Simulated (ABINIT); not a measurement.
# NbTe (P-6m2) in ABINIT: settings compared

The runs below take NbTe through single point, with PBE, PBEsol.

Program: ABINIT 10.8.3 (patched build). These are calculated values, not measurements. Logs are shortened: lines on timing, memory, paths and dates and some standing lists are left out, and cuts for length are marked. The log counts tension as positive stress, the text compression.

## (1) Starting point

The structure is hexagonal, space group P-6m2 (No. 187). The conventional cell has a = 3.703 Å, b = 3.703 Å, c = 3.694 Å, α = 90.00°, β = 90.00°, γ = 120.00°. Around Te (site symmetry -6m2) lie 6 Nb at 2.83 Å. Nb (site symmetry -6m2) is surrounded by 6 Te at 2.83 Å.

The cell comes from a database or a generator and needn't be the stable form of this composition.

## (2) Single point, PBE

File run.abi:

```
# Pseudopotentials
pp_dirpath "./"
pseudos "Te.GGA_PBE-JTH.xml, Nb.GGA_PBE-JTH.xml"

# Structure
acell 3*1.0 Angstrom
rprim
     3.7029743866     0.0000000000     0.0000000000
    -1.8514871933     3.2068698884     0.0000000000
     0.0000000000     0.0000000000     3.6942110000
ntypat 2
znucl 52 41
natom 2
typat 1 2
xcart
     3.4988037189     2.0200352686     0.0000000000
     0.0000000000     0.0000000000     3.4905235183

# Plane-wave basis
ecut 16.0
pawecutdg 32.0
pawxcdev 0

# k points
kptopt 1
ngkpt 8 8 7
nshiftk 1
shiftk 0.0 0.0 0.0

# Exchange and correlation
ixc 11

# Bands and occupations
nband 14
occopt 3
tsmear 0.05 eV

# SCF cycle
nstep 100
tolvrs 1.0e-9

# Output
iomode 3
prtwf 0
prtden 0
prteig 0
prtebands 0
enunit 1
```

Potentials or basis: JTH PAW PBE v2.0.

Launch:

```
> abinit run.abi > log 2>&1
```

run.abo:

```text
.Version 10.8.3 of ABINIT
 Symmetries : space group P-6 m 2 (#187); Bravais hP (primitive hexag.)
================================================================================
 Values of the parameters that define the memory need of the present run
     intxc =       0    ionmov =       0      iscf =      17    lmnmax =      18
     lnmax =       6     mgfft =      27  mpssoang =       3    mqgrid =    3001
     natom =       2  nloc_mem =       2    nspden =       1   nspinor =       1
    nsppol =       1      nsym =      12    n1xccc =       1    ntypat =       2
    occopt =       3   xclevel =       2
       mpw =         920          nfft =       19683          nkpt =          40
 PAW method is used; the additional fine FFT grid is defined by:
   mgfftf=        36    nfftf =     46656
================================================================================
================================================================================

--------------------------------------------------------------------------------
------------- Echo of variables that govern the present computation ------------
--------------------------------------------------------------------------------
 -outvars: echo values of preprocessed input variables --------
            acell      1.8897261259E+00  1.8897261259E+00  1.8897261259E+00 Bohr
              amu      1.27600000E+02  9.29063800E+01
             ecut      1.60000000E+01 Hartree
           enunit           1
              ixc          11
         kptrlatt        8    0    0      0    8    0      0    0    7
          kptrlen      4.88673293E+01
            natom           2
            nband          14
            ngfft          27      27      27
          ngfftdg          36      36      36
             nkpt          40
            nstep         100
             nsym          12
           ntypat           2
           occopt           3
        pawecutdg      3.20000000E+01 Hartree
         pawxcdev           0
           prtden           0
        prtebands           0
           prteig           0
            prtwf           0
            rprim      3.7029743866E+00  0.0000000000E+00  0.0000000000E+00
                      -1.8514871933E+00  3.2068698884E+00  0.0000000000E+00
                       0.0000000000E+00  0.0000000000E+00  3.6942110000E+00
          spgroup         187
           tolvrs      1.00000000E-09
           tsmear      1.83746611E-03 Hartree
            typat      1  2
           useylm           1
           xangst      1.8514871922E+00  1.0689566286E+00  0.0000000000E+00
                      -1.0915240644E-09 -8.2841867020E-10  1.8471055000E+00
            xcart      3.4988037189E+00  2.0200352686E+00  0.0000000000E+00
                      -2.0626815415E-09 -1.5654844043E-09  3.4905235207E+00
             xred      6.6666666624E-01  3.3333333308E-01  0.0000000000E+00
                      -4.2393266675E-10 -2.5832624928E-10  5.0000000000E-01
            znucl       52.00000   41.00000

================================================================================

 chkinp: Checking input parameters for consistency.
[... 123 lines left out ...]
    1       0.000000000000      0.000000000000      0.000000000000
    2       0.000000000000      0.000000000000      0.000000000000

 cartesian coordinates (angstrom) at end:
    1      1.85148719220848     1.06895662863825     0.00000000000000
    2     -0.00000000109152    -0.00000000082842     1.84710550000000

 cartesian forces (hartree/bohr) at end:
    1     -0.00000000000000    -0.00000000000000    -0.00000000000000
    2     -0.00000000000000    -0.00000000000000    -0.00000000000000
 frms,max,avg= 0.0000000E+00 0.0000000E+00   0.000E+00  0.000E+00  0.000E+00 h/b

 cartesian forces (eV/Angstrom) at end:
    1     -0.00000000000000    -0.00000000000000    -0.00000000000000
    2     -0.00000000000000    -0.00000000000000    -0.00000000000000
 frms,max,avg= 0.0000000E+00 0.0000000E+00   0.000E+00  0.000E+00  0.000E+00 e/A
 length scales=  1.889726125908  1.889726125908  1.889726125908 bohr
              =  1.000000000000  1.000000000000  1.000000000000 angstroms
 Fermi (or HOMO) energy (eV) =   2.13026   Average Vxc (eV)= -11.29920
 Eigenvalues (   eV  ) for nkpt=  40  k points:
 kpt#   1, nband= 14, wtk=  0.00223, kpt=  0.0000  0.0000  0.0000 (reduced coord)
 -53.50673  -29.70134  -29.50418  -29.50418  -12.18691   -1.03700   -1.03700   -0.90154
  -0.26961    2.32730    2.32730    4.54244    4.54244    4.92911
 prteigrs : prtvol=0 or 1, do not print more k-points.

--- !EnergyTerms
iteration_state     : {dtset: 1, }
comment             : Components of total free energy in Hartree
kinetic             :  1.55837312152341E+01
hartree             :  1.33989121827522E+01
xc                  : -1.06601248982006E+01
Ewald energy        : -5.23183975193012E+01
psp_core            :  8.07545496491293E+00
local_psp           : -5.33155464085888E+01
PAW spherical_terms :  1.33765911189128E+01
internal            : -6.58593793442785E+01
'-kT*entropy'       : -4.35957468576203E-04
total_energy        : -6.58598153017471E+01
total_energy_eV     : -1.79213687226481E+03
...

--- !EnergyTermsDC
iteration_state     : {dtset: 1, }
comment             : '"Double-counting" decomposition of free energy'
band_energy         : -1.17468703539110E+01
Ewald energy        : -5.23183975193012E+01
psp_core            :  8.07545496491293E+00
xc_dc               : -1.32691981797484E+01
PAW spherical_terms :  3.39961050534775E+00
internal            : -6.58594005826999E+01
'-kT*entropy'       : -4.35957468576203E-04
total_energy_dc     : -6.58598365401684E+01
total_energy_dc_eV  : -1.79213745019170E+03
...

--- !EnergyTermsWithPAWCore
iteration_state     : {dtset: 1, }
comment             : 'Components of total free energy, including PAW core contributions'
Total energy        : -1.06145900936246E+04
Total energy DC     : -1.06145901148630E+04
Total energy (eV)   : -2.88837710880383E+05
Total energy DC (eV): -2.88837711458310E+05
...

 Cartesian components of stress tensor (hartree/bohr^3)
  sigma(1 1)=  1.10128885E-05  sigma(3 2)=  0.00000000E+00
  sigma(2 2)=  1.10128877E-05  sigma(3 1)=  0.00000000E+00
  sigma(3 3)= -1.62362359E-05  sigma(2 1)=  0.00000000E+00

-Cartesian components of stress tensor (GPa)         [Pressure= -5.6778E-02 GPa]
- sigma(1 1)=  3.24010365E-01  sigma(3 2)=  0.00000000E+00
- sigma(2 2)=  3.24010344E-01  sigma(3 1)=  0.00000000E+00
- sigma(3 3)= -4.77686551E-01  sigma(2 1)=  0.00000000E+00

== END DATASET(S) ==============================================================
================================================================================

 -outvars: echo values of variables after computation  --------
            acell      1.8897261259E+00  1.8897261259E+00  1.8897261259E+00 Bohr
           etotal     -6.5859836540E+01
            fcart     -0.0000000000E+00 -0.0000000000E+00 -0.0000000000E+00
                      -0.0000000000E+00 -0.0000000000E+00 -0.0000000000E+00
            rprim      3.7029743866E+00  0.0000000000E+00  0.0000000000E+00
                      -1.8514871933E+00  3.2068698884E+00  0.0000000000E+00
                       0.0000000000E+00  0.0000000000E+00  3.6942110000E+00
           strten      1.1012888452E-05  1.1012887749E-05 -1.6236235871E-05
                       0.0000000000E+00  0.0000000000E+00  0.0000000000E+00
           xangst      1.8514871922E+00  1.0689566286E+00  0.0000000000E+00
                      -1.0915240644E-09 -8.2841867020E-10  1.8471055000E+00
             xred      6.6666666624E-01  3.3333333308E-01  0.0000000000E+00
                      -4.2393266675E-10 -2.5832624928E-10  5.0000000000E-01
 Calculation completed.
```

Wall time 13 s (1 thread of Arm Neoverse V2, shared host); peak memory 0.1 GiB.

What came out:

```
Free energy                                           : -1792.1375 eV
Pressure                                              : -0.1 GPa
Band gap on the k mesh                                : none (metal or under the smearing width)
Valence electrons inside the program's atomic spheres : Te 3.20; Nb 10.17
```

Levels at points of the mesh, in eV from the Fermi level:
| k point | band 7 | band 8 | band 9 | band 10 | band 11 | band 12 | band 13 | band 14 |
| --- | --- | --- | --- | --- | --- | --- | --- | --- |
| (0.00, 0.00, 0.00) | -3.17 | -3.03 | -2.40 | 0.20 | 0.20 | 2.41 | 2.41 | 2.80 |
| (0.50, 0.00, 0.00) | -3.88 | -2.68 | -2.65 | -0.22 | 1.25 | 1.49 | 2.99 | 3.81 |

Spin-orbit coupling is left out, which matters for the levels of Te.

## (3) Single point, PBE (atoms moved at random, drawn with an rms of 0.05 Å)

File run.abi:

```
# Pseudopotentials
pp_dirpath "./"
pseudos "Te.GGA_PBE-JTH.xml, Nb.GGA_PBE-JTH.xml"

# Structure
acell 3*1.0
rprim
     6.9976074372     0.0000000000     0.0000000000
    -3.4988037186     6.0601058064     0.0000000000
     0.0000000000     0.0000000000     6.9810470366
ntypat 2
znucl 52 41
natom 2
typat 1 2
xred
     0.6653620000     0.3295180000    -0.0056360000
     0.0006730000    -0.0027150000     0.5068540000
chkprim 0
chksymtnons 0
tolsym 1.0e-6

# Plane-wave basis
ecut 435.382180 eV
pawecutdg 32.0
pawxcdev 0

# k points
kptopt 1
ngkpt 8 8 7
nshiftk 1
shiftk 0.0 0.0 0.0

# Exchange and correlation
ixc 11

# Bands and occupations
nband 14
occopt 3
tsmear 0.05 eV

# SCF cycle
nstep 100
tolvrs 1.0e-9

# Output
iomode 3
prtwf 0
prtden 0
prteig 0
prtebands 0
```

Potentials or basis: JTH PAW PBE v2.0.

Launch:

```
> abinit run.abi > log 2>&1
```

Run time: 59 s. Hardware: 1 thread of Arm Neoverse V2, shared host; peak memory 0.19 GiB.

Results (log left out):

```
Free energy                                           : -1792.1267 eV
Pressure                                              : 0.1 GPa
Largest force                                         : 0.460 eV/Å
Band gap on the k mesh                                : none (metal or under the smearing width)
Valence electrons inside the program's atomic spheres : Te 3.22; Nb 10.16
```

Forces on the atoms (eV/Å):
```
Te   0.051  0.034  0.456
Nb  -0.051 -0.034 -0.456
```

Stress tensor (GPa, compression positive):
```
-0.08  0.13  0.03
 0.13 -0.25  0.02
 0.03  0.02  0.60
```

Levels at points of the mesh, in eV from the Fermi level:
```
           k point  band 6  band 7  band 8  band 9  band 10  band 11  band 12  band 13
(0.00, 0.00, 0.00)   -3.18   -3.17   -3.09   -2.34     0.19     0.20     2.40     2.44
(0.50, 0.00, 0.00)   -7.24   -3.89   -2.68   -2.65    -0.20     1.25     1.49     2.97
(0.00, 0.50, 0.00)   -7.23   -3.87   -2.70   -2.65    -0.21     1.25     1.49     2.93
(0.50, 0.50, 0.00)   -7.23   -3.87   -2.70   -2.64    -0.21     1.25     1.49     2.93
```

## (4) Single point, PBEsol

File run.abi:

```
# Pseudopotentials
pp_dirpath "./"
pseudos "Te.upf, Nb.upf"

# Structure
acell 6.9976074372 6.9976074372 6.9810470366
rprim
     1.0000000000     0.0000000000     0.0000000000
    -0.5000000000     0.8660254038     0.0000000000
     0.0000000000     0.0000000000     1.0000000000
ntypat 2
znucl 52 41
natom 2
typat 1 2
xred
     0.6666666667     0.3333333333     0.0000000000
     0.0000000000     0.0000000000     0.5000000000

# Plane-wave basis
ecut 41.0

# k points
kptopt 1
ngkpt 8 8 7
nshiftk 1
shiftk 0.0 0.0 0.0

# Exchange and correlation
ixc -116133

# Bands and occupations
nband 19
occopt 3
tsmear 0.00183747

# SCF cycle
nstep 100
tolvrs 1.0e-10

# Output
iomode 3
prtwf 0
prteig 0
prtebands 0
enunit 1
prtden 1
prtvha 1
prtvclmb 1
prtpot 1
prtelf 1
```

Potentials or basis: PseudoDojo NC SR PBEsol v0.4.1 standard.

Launch:

```
> abinit run.abi > log 2>&1
```

Wall time 82 s (1 thread of Arm Neoverse V2, shared host); peak memory 0.12 GiB.

It converged, with:

- Free energy: -4542.8020 eV
- Pressure: -4.9 GPa
- Band gap on the k mesh: none (metal or under the smearing width)
- Valence electrons inside the program's atomic spheres: Te 11.97; Nb 9.46

Stress tensor (GPa, compression positive):
```
-4.88  0.00  0.00
 0.00 -4.88  0.00
 0.00  0.00 -4.79
```

Levels at points of the mesh, in eV from the Fermi level:
| k point | band 11 | band 12 | band 13 | band 14 | band 15 | band 16 | band 17 | band 18 | band 19 |
| --- | --- | --- | --- | --- | --- | --- | --- | --- | --- |
| (0.00, 0.00, 0.00) | -3.17 | -3.17 | -3.02 | -2.37 | 0.15 | 0.15 | 2.43 | 2.43 | 2.77 |
| (0.50, 0.00, 0.00) | -7.22 | -3.85 | -2.66 | -2.62 | -0.20 | 1.23 | 1.48 | 3.01 | 3.78 |

## (5) Summary

```tsv
level	potentials or basis	cell	cutoff (eV)	fine-grid cutoff	gap on the mesh (eV)	pressure (GPa)
PBE	JTH PAW PBE v2.0	as given	435	870.764 eV	none	-0.1
PBE	JTH PAW PBE v2.0	atoms moved at random, drawn with an rms of 0.05 Å	435	870.764 eV	none	0.1
PBEsol	PseudoDojo NC SR PBEsol v0.4.1 standard	as given	1116	-	none	-4.9
```

Alike in all rows: task single point; no spin polarisation; k mesh 8 × 8 × 7; smearing fermi-dirac 0.05 eV.

Absolute energies hang on the potentials; compare differences alone.
